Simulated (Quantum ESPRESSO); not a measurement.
# RuAu (Pm-3m) in Quantum ESPRESSO: a series of runs, part 2 of 2

Quantum ESPRESSO 7.5.

## (3) Phonons, PBE

The input, pw.in:

```
&CONTROL
  calculation = 'scf'
  prefix = 'pwscf'
  outdir = './tmp'
  pseudo_dir = './pseudo'
  tprnfor = .true.
  tstress = .true.
  disk_io = 'low'
/
&SYSTEM
  ibrav = 0
  nat = 2
  ntyp = 2
  ecutwfc = 70
  nbnd = 25
  occupations = 'smearing'
  smearing = 'mv'
  degauss = 0.01469973
/
&ELECTRONS
  conv_thr = 4d-10
  electron_maxstep = 120
  mixing_beta = 0.5
/
ATOMIC_SPECIES
Ru   101.0700 Ru_ONCV_PBE-1.2.upf
Au   196.9666 Au_ONCV_PBE-1.2.upf
CELL_PARAMETERS angstrom
   3.1648100000    0.0000000000    0.0000000000
   0.0000000000    3.1648100000    0.0000000000
   0.0000000000    0.0000000000    3.1648100000
ATOMIC_POSITIONS crystal
Ru     0.0000000000    0.0000000000    0.0000000000
Au     0.5000000000    0.5000000000    0.5000000000
K_POINTS automatic
7 7 7 0 0 0
```

The input, scf2.in:

```
&CONTROL
  calculation = 'scf'
  prefix = 'pwscf'
  outdir = './tmp'
  pseudo_dir = './pseudo'
  tprnfor = .true.
  tstress = .true.
  disk_io = 'low'
/
&SYSTEM
  ibrav = 0
  nat = 2
  ntyp = 2
  ecutwfc = 70
  nbnd = 25
  occupations = 'smearing'
  smearing = 'mv'
  degauss = 0.01469973
/
&ELECTRONS
  conv_thr = 1d-13
  electron_maxstep = 120
  mixing_beta = 0.5
  startingpot = 'file'
  startingwfc = 'file'
/
ATOMIC_SPECIES
Ru   101.0700 Ru_ONCV_PBE-1.2.upf
Au   196.9666 Au_ONCV_PBE-1.2.upf
CELL_PARAMETERS angstrom
   3.1648100000    0.0000000000    0.0000000000
   0.0000000000    3.1648100000    0.0000000000
   0.0000000000    0.0000000000    3.1648100000
ATOMIC_POSITIONS crystal
Ru     0.0000000000    0.0000000000    0.0000000000
Au     0.5000000000    0.5000000000    0.5000000000
K_POINTS automatic
7 7 7 0 0 0
```

The input, ph.in:

```
phonons of RuAu
&INPUTPH
  prefix = 'pwscf'
  outdir = './tmp'
  tr2_ph = 1d-18
  fildyn = 'dyn'
  niter_ph = 90
  alpha_mix(1) = 0.4
/
0.0000000000 0.0000000000 0.0000000000
```

The input, dynmat.in:

```
&INPUT
  fildyn = 'dyn'
  asr = 'crystal'
  filout = 'dynmat.disp'
  fileig = 'dynmat.eig'
/
```

Potentials or basis: SG15 PBE 1.2.

Started as:

```bash
> OMP_NUM_THREADS=1 pw.x -in pw.in > pw.out
> OMP_NUM_THREADS=1 pw.x -in scf2.in > scf2.out
> OMP_NUM_THREADS=1 ph.x -in ph.in > ph.out
> OMP_NUM_THREADS=1 dynmat.x -in dynmat.in > dynmat.out
```

pw.out:

```text
This program is part of the open-source Quantum ESPRESSO suite
     for quantum simulation of materials; please cite
[... 9 lines left out ...]
     --------------------
     sticks:   dense  smooth     PW     G-vecs:    dense   smooth      PW
     Sum         793     793    241                16879    16879    2777

     Using Slab Decomposition

     bravais-lattice index     =            0
     lattice parameter (alat)  =       5.9806  a.u.
     unit-cell volume          =     213.9142 (a.u.)^3
     number of atoms/cell      =            2
     number of atomic types    =            2
     number of electrons       =        35.00
     number of Kohn-Sham states=           25
     kinetic-energy cutoff     =      70.0000  Ry
     charge density cutoff     =     280.0000  Ry
     scf convergence threshold =      4.0E-10
     mixing beta               =       0.5000
     number of iterations used =            8  plain     mixing
     Exchange-correlation= PBE
                           (   1   4   3   4   0   0   0)

     celldm(1)=   5.980624  celldm(2)=   0.000000  celldm(3)=   0.000000
     celldm(4)=   0.000000  celldm(5)=   0.000000  celldm(6)=   0.000000

     crystal axes: (cart. coord. in units of alat)
               a(1) = (   1.000000   0.000000   0.000000 )
               a(2) = (   0.000000   1.000000   0.000000 )
               a(3) = (   0.000000   0.000000   1.000000 )

     reciprocal axes: (cart. coord. in units 2 pi/alat)
               b(1) = (  1.000000  0.000000  0.000000 )
               b(2) = (  0.000000  1.000000  0.000000 )
               b(3) = (  0.000000  0.000000  1.000000 )

     PseudoPot. # 1 for Ru read from file:
     Ru_ONCV_PBE-1.2.upf
     Pseudo is Norm-conserving, Zval = 16.0
     Generated using ONCVPSP code by D. R. Hamann
     Using radial grid of  602 points,  6 beta functions with:
                l(1) =   0
                l(2) =   0
                l(3) =   1
                l(4) =   1
                l(5) =   2
                l(6) =   2

     PseudoPot. # 2 for Au read from file:
     Au_ONCV_PBE-1.2.upf
     Pseudo is Norm-conserving, Zval = 19.0
     Generated using ONCVPSP code by D. R. Hamann
     Using radial grid of  602 points,  8 beta functions with:
                l(1) =   0
                l(2) =   0
                l(3) =   1
                l(4) =   1
                l(5) =   2
                l(6) =   2
                l(7) =   3
                l(8) =   3

     atomic species   valence    mass     pseudopotential
     Ru               16.00   101.07000     Ru( 1.00)
     Au               19.00   196.96660     Au( 1.00)

     48 Sym. Ops., with inversion, found

   Cartesian axes

     site n.     atom                  positions (alat units)
         1        Ru     tau(   1) = (   0.0000000   0.0000000   0.0000000  )
         2        Au     tau(   2) = (   0.5000000   0.5000000   0.5000000  )

     number of k points=    20  Marzari-Vanderbilt smearing, width (Ry)=  0.0147
                       cart. coord. in units 2pi/alat
        k(    1) = (   0.0000000   0.0000000   0.0000000), wk =   0.0058309
        k(    2) = (   0.0000000   0.0000000   0.1428571), wk =   0.0349854
        k(    3) = (   0.0000000   0.0000000   0.2857143), wk =   0.0349854
        k(    4) = (   0.0000000   0.0000000   0.4285714), wk =   0.0349854
        k(    5) = (   0.0000000   0.1428571   0.1428571), wk =   0.0699708
        k(    6) = (   0.0000000   0.1428571   0.2857143), wk =   0.1399417
[... 12 lines left out ...]
        k(   19) = (   0.2857143   0.4285714   0.4285714), wk =   0.1399417
        k(   20) = (   0.4285714   0.4285714   0.4285714), wk =   0.0466472

     Dense  grid:    16879 G-vectors     FFT dimensions: (  32,  32,  32)

     Initial potential from superposition of free atoms

     starting charge      34.9164, renormalised to      35.0000
     Starting wfcs are random

     Self-consistent Calculation

     iteration #  1     ecut=    70.00 Ry     beta= 0.50
     Davidson diagonalization with overlap
     ethr =  1.00E-02,  avg # of iterations =  8.3

     Threshold (ethr) on eigenvalues was too large:
     Diagonalizing with lowered threshold

     Davidson diagonalization with overlap
     ethr =  4.89E-04,  avg # of iterations =  2.4

     total energy              =    -463.21799164 Ry
     estimated scf accuracy    <       0.16662966 Ry

     iteration #  2     ecut=    70.00 Ry     beta= 0.50
     Davidson diagonalization with overlap
     ethr =  4.76E-04,  avg # of iterations =  2.4

     total energy              =    -463.25441572 Ry
     estimated scf accuracy    <       0.36099492 Ry

     iteration #  3     ecut=    70.00 Ry     beta= 0.50
     Davidson diagonalization with overlap
     ethr =  4.76E-04,  avg # of iterations =  1.9

     total energy              =    -463.30248768 Ry
     estimated scf accuracy    <       0.00188148 Ry

     iteration #  4     ecut=    70.00 Ry     beta= 0.50
     Davidson diagonalization with overlap
     ethr =  5.38E-06,  avg # of iterations =  3.0

     total energy              =    -463.30294349 Ry
     estimated scf accuracy    <       0.00012855 Ry

     iteration #  5     ecut=    70.00 Ry     beta= 0.50
     Davidson diagonalization with overlap
     ethr =  3.67E-07,  avg # of iterations =  2.8
[... 15 lines left out ...]
     total energy              =    -463.30295129 Ry
     estimated scf accuracy    <       0.00000017 Ry

     iteration #  8     ecut=    70.00 Ry     beta= 0.50
     Davidson diagonalization with overlap
     ethr =  4.94E-10,  avg # of iterations =  1.4

     total energy              =    -463.30295131 Ry
     estimated scf accuracy    <          4.7E-09 Ry

     iteration #  9     ecut=    70.00 Ry     beta= 0.50
     Davidson diagonalization with overlap
     ethr =  1.33E-11,  avg # of iterations =  2.0

     total energy              =    -463.30295131 Ry
     estimated scf accuracy    <          1.1E-09 Ry

     iteration # 10     ecut=    70.00 Ry     beta= 0.50
     Davidson diagonalization with overlap
     ethr =  3.24E-12,  avg # of iterations =  1.8

     End of self-consistent calculation

          k = 0.0000 0.0000 0.0000 (  2103 PWs)   bands (ev):

   -84.9168 -51.5492 -36.2014 -36.2014 -36.2014 -21.4573 -21.4573 -21.4573
    12.1941  14.5761  14.5761  16.8197  16.8197  16.8197  19.9502  19.9502
    21.6037  21.6037  21.6037  28.7609  28.7609  28.7609  35.3891  38.1471
    38.1472

          k = 0.0000 0.0000 0.1429 (  2096 PWs)   bands (ev):

   -84.9166 -51.5480 -36.2080 -36.2007 -36.2007 -21.4780 -21.4565 -21.4565
    12.5853  14.7347  14.8306  16.7912  16.7912  16.9261  19.6827  20.0549
    21.0683  21.0683  21.4289  27.0042  29.8016  29.8016  36.3119  37.9675
    38.5810

          k = 0.0000 0.0000 0.2857 (  2108 PWs)   bands (ev):

   -84.9162 -51.5454 -36.2229 -36.1992 -36.1992 -21.5243 -21.4547 -21.4547
    13.6246  15.1616  15.4924  16.7447  16.7447  17.1971  19.0166  20.1120
    20.1120  20.1806  21.0074  24.2313  32.2575  32.2575  35.9323  37.7136
    38.3774

          k = 0.0000 0.0000 0.4286 (  2100 PWs)   bands (ev):

   -84.9159 -51.5433 -36.2347 -36.1980 -36.1980 -21.5612 -21.4532 -21.4532
    14.6846  15.6362  16.3562  16.7296  16.7296  17.4614  18.3555  19.4716
    19.4716  19.6461  20.6252  22.6328  35.2944  35.2944  35.4412  36.7681
    37.6263

          k = 0.0000 0.1429 0.1429 (  2095 PWs)   bands (ev):
[... 90 lines left out ...]
          k = 0.2857 0.2857 0.4286 (  2127 PWs)   bands (ev):

   -84.9149 -51.5349 -36.2327 -36.2193 -36.2187 -21.5449 -21.5098 -21.5068
    15.2251  15.5854  15.8147  16.3805  16.3936  17.7446  19.2424  19.4308
    20.5082  21.2210  23.5623  25.5022  28.0912  30.5468  31.4536  32.8197
    35.3401

          k = 0.2857 0.4286 0.4286 (  2118 PWs)   bands (ev):

   -84.9146 -51.5326 -36.2317 -36.2317 -36.2177 -21.5420 -21.5419 -21.5063
    15.1847  15.6111  15.6561  16.0172  17.7175  17.9087  19.0326  19.0784
    20.9067  21.4254  24.8681  26.4351  26.4773  29.5892  31.0436  32.9985
    33.3704

          k = 0.4286 0.4286 0.4286 (  2146 PWs)   bands (ev):

   -84.9143 -51.5303 -36.2304 -36.2302 -36.2302 -21.5411 -21.5411 -21.5402
    15.4667  15.6584  15.6584  17.3367  17.3367  17.4232  18.7183  18.7183
    21.4463  21.4463  24.9428  27.3783  28.9498  28.9498  30.0608  31.3846
    31.3846

     the Fermi energy is    20.9833 ev

!    total energy              =    -463.30295131 Ry
     estimated scf accuracy    <          1.2E-10 Ry
     smearing contrib. (-TS)   =      -0.00081193 Ry
     internal energy E=F+TS    =    -463.30213938 Ry

     The total energy is F=E-TS. E is the sum of the following terms:
     one-electron contribution =    -125.66104448 Ry
     hartree contribution      =      81.73106714 Ry
     xc contribution           =     -45.13202196 Ry
     ewald contribution        =    -374.24014008 Ry

     convergence has been achieved in  10 iterations

     Forces acting on atoms (cartesian axes, Ry/au):

     atom    1 type  1   force =     0.00000000    0.00000000    0.00000000
     atom    2 type  2   force =     0.00000000    0.00000000    0.00000000

     Total force =     0.000000     Total SCF correction =     0.000000

     Computing stress (Cartesian axis) and pressure

          total   stress  (Ry/bohr**3)                   (kbar)     P=       -1.05
  -0.00000712   0.00000000   0.00000000           -1.05        0.00        0.00
   0.00000000  -0.00000712   0.00000000            0.00       -1.05        0.00
   0.00000000   0.00000000  -0.00000712            0.00        0.00       -1.05

=------------------------------------------------------------------------------=
   JOB DONE.
=------------------------------------------------------------------------------=
```

Wall time 5.6 min (1 thread of Intel Xeon at 2.50GHz (Skylake/Cascade Lake), shared host); peak memory 0.07 GiB.

Results:

```
Free energy                   : -6303.5578 eV
Pressure after relaxing       : -0.1 GPa
Band gap on the k mesh        : none (metal or under the smearing width)
Highest phonon frequency at Γ : 182 cm⁻¹
```

Phonon frequencies in cm⁻¹ (negative: imaginary):
```csv
q point,frequencies
"(0.000, 0.000, 0.000)",3 3 3 182 182 182
```

Optical modes at Γ, degenerate ones joined:
| cm⁻¹ | components | symmetry | active in |
| --- | --- | --- | --- |
| 182 | 3 | T1u | IR |

Caveat: the mesh is thin for the phonons of a metal.
